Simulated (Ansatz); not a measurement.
# C2HBCl2 (BCl2(CCH)): the cost of one run

Method: the settings change from run to run; program: Ansatz 0.2.0, Gaussian basis.

### Step 1. The geometry

The geometry comes from an earlier relaxation with B3LYP-D4/def2-SVP; it is a stationary point.

6 atoms, charge 0, spin multiplicity 1.

Atoms are counted from 1 here; the program's logs count them from 0.

Bond lengths: B1–Cl2 1.757 Å, B1–Cl3 1.757 Å, B1–C4 1.513 Å, C4–C5 1.218 Å, C5–H6 1.075 Å. Angles: Cl2–B1–Cl3 119.4°, Cl2–B1–C4 120.3°, Cl3–B1–C4 120.3°, B1–C4–C5 179.9°, C4–C5–H6 179.9°.

### Step 2. r2SCAN50/6-31++G**

Set apart from the defaults: charge +1, multiplicity 2, high accuracy.

The input, in.yaml:

```yaml
crystal:
  periodic: [false, false, false]
  atoms:
    - {symbol: B, position_ang: [0.523724, 0.905659, 0.004153]}
    - {symbol: Cl, position_ang: [2.279572, 0.913530, 0.057872]}
    - {symbol: Cl, position_ang: [-0.344831, 2.432073, -0.040241]}
    - {symbol: C, position_ang: [-0.233953, -0.404092, -0.003503]}
    - {symbol: C, position_ang: [-0.842738, -1.458626, -0.007557]}
    - {symbol: H, position_ang: [-1.381765, -2.388554, -0.010723]}
basis:
  gaussian: {orbitals: "6-31++G**"}
total_charge: 1
magnetization: {spin_polarized: true, initial_magnetization: 1}
hamiltonian: {xc: {name: r2SCAN50}}
accuracy: high
output: {forces: true}
```

The run is started by

```sh
> ansatz run in.yaml --threads 2 --pin off --events-out ev --progress --plain --max-ram 4352MiB
```

What time and memory should one allow on 2 threads of Intel Xeon Platinum 8259CL at 2.50GHz, shared host?

About 61 s, with a peak of 0.81 GiB.
